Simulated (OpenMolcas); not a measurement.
# Mo⁵⁺ with 4 ligands (chloride): CASSCF and CASPT2 levels and susceptibility

Aim: the ligand-field states of Mo⁵⁺ in this surrounding, its lowest levels with spin-orbit coupling and its magnetic susceptibility.

Method: state-averaged CASSCF and CASPT2, spin-orbit coupling by RASSI with atomic mean-field integrals. Code: OpenMolcas 26.06.

### Step 1. Starting point

* Species: Mo⁵⁺ (molybdenum, Z = 42, 37 electrons)
* Basis: ANO-RCC-VDZP [6s5p3d1f], 115 functions with the ligands
* Scalar Hamiltonian: DKH2, point nucleus
* Inactive shells: 1s 2s 2p 3s 3p 3d 4s 4p of the metal, and all ligand shells
* Active space: 1 electron in 5 orbitals (4d)
* Some configurations of this space: 4d
* Orbitals: optimised for each spin and parity, averaged over all roots

The outer shells:

4d
```
4d [↑ ][  ][  ][  ][  ]
```

Mo⁵⁺ is taken with 4 ligands (chloride) in tetrahedron coordination (Td) at 2.22 Å. Ligand basis ANO-RCC-VDZP. The distances are assumed, not relaxed.

```xyz
5

Mo    0.0000    0.0000    0.0000
Cl    1.2817    1.2817    1.2817
Cl    1.2817   -1.2817   -1.2817
Cl   -1.2817    1.2817   -1.2817
Cl   -1.2817   -1.2817    1.2817
```

Each step is its own input file, run in one work folder so that later steps find the files of earlier ones. Labels, J, g values, rates, χT and fits are worked out afterwards by a script from the matrices that RASSI stores.

### Step 2. GATEWAY and SEWARD: basis and integrals

Input file a.inp:

```
&GATEWAY
Coord
5

Mo 0.0 0.0 0.0
Cl 1.281718 1.281718 1.281718
Cl 1.281718 -1.281718 -1.281718
Cl -1.281718 1.281718 -1.281718
Cl -1.281718 -1.281718 1.281718
Basis=Mo.ANO-RCC-VDZP,Cl.ANO-RCC-VDZP
Group=NoSym
NoMove
AngMom=0.0 0.0 0.0
AMFI
RICD
&SEWARD
```

Command:

```sh
$ OMP_NUM_THREADS=1 MOLCAS_MEM=2457 MOLCAS_PROJECT=a pymolcas a.inp > a.log
```

### Step 3. Reference wave functions, doublets, 5 roots

Input file a.inp:

```
&RASSCF
FileOrb=start.orb
Symmetry=1
Spin=2
nActEl=1 0 0
Inactive=54
Ras2=5
CIRoot=5 5 1
SDav=5
CIMx=300
Iter=150 100
PrWF=0.3
OrbListing=Nothing
MaxOrb=0
LevShft=1.0
>>> COPY $Project.JobIph JOB001
```

start.orb holds start orbitals that the driver prepared beforehand, or those of the step before.

### Step 4. RASSI: spin-orbit coupling between the states

Input file a.inp:

```
&RASSI
NrOfJobIphs=1 5
1 2 3 4 5
IphNames
JOB001
EJob
SpinOrbit
DIPRint=1.0
SOCoupling=1000.0
Subsets=2
Property=9
'ANGMOM' 1 'ANGMOM' 2 'ANGMOM' 3 'MLTPL  1' 1 'MLTPL  1' 2 'MLTPL  1' 3
'AMFI' 1 'AMFI' 2 'AMFI' 3
SOProperty=3
'ANGMOM' 1 'ANGMOM' 2 'ANGMOM' 3
```

### Step 5. CASPT2: IPEA 0.25, imaginary shift 0.1 (closed shells correlated: 4s 4p of the metal, with ligand shells; the Frozen line counts the rest)

Input file a.inp:

```
>>> COPY JOB001 $Project.JobIph
&CASPT2
Multistate=5 1 2 3 4 5
NoMult
Frozen=34
IPEA=0.25
Imaginary=0.1
MaxIter=60
WThr=0.0 0.3 0.05
PrWF=0.5
NoMix
```

### Step 6. CASPT2: IPEA 0.25, imaginary shift 0.1 (closed shells correlated: none of the metal, with ligand shells; the Frozen line counts the rest)

Changes to a.inp since step 5:

```diff
@@ -4,3 +4,3 @@
 NoMult
-Frozen=34
+Frozen=38
 IPEA=0.25
```

(Steps that only read results are left out.)

**Question.** What will these runs give? Wanted: spin-free ground state; first state of the same spin within the active space; lowest level; next level.

As calculated:

| quantity | value |
| --- | --- |
| method | SS-CASPT2, IPEA 0.25, imaginary shift 0.1 (closed shells correlated: 4s 4p of the metal, with ligand shells; the Frozen line counts the rest) |
| spin-free ground state | 2E, 2-fold in its orbital part |
| first state of the same spin within the active space | 2T2 at 11500 cm⁻¹ |
| lowest level | 4-fold Γ8 |
| next level | 11484.1 cm⁻¹ |
| χT at 300 K | 0.34 cm³ K/mol |
| effective moment at 300 K | 1.65 μB |

Cost by method:

```tsv
method	time of its own steps	time with the reference
A. CASSCF	16 s	16 s
B. SS-CASPT2, IPEA 0.25, imaginary shift 0.1, +4s 4p	17 s	33 s
C. SS-CASPT2, IPEA 0.25, imaginary shift 0.1, +none	15 s	31 s
```

Times are of one thread on a shared host.

The spin-free ground state (2E) is 2-fold and keeps the highest spin of the shell. χT at 300 K is 0.34, against 0.38 cm³ K/mol for the spin alone, so orbital moment lowers it. A ligand-field fit to the states below 45000 cm-1 gives 10Dq = -11482 cm-1, the gap between the two states. An orbital doublet at a regular site is open to a Jahn-Teller distortion, which this geometry leaves out. The bonds are covalent and no ligand orbital is active, so the numbers are rough.
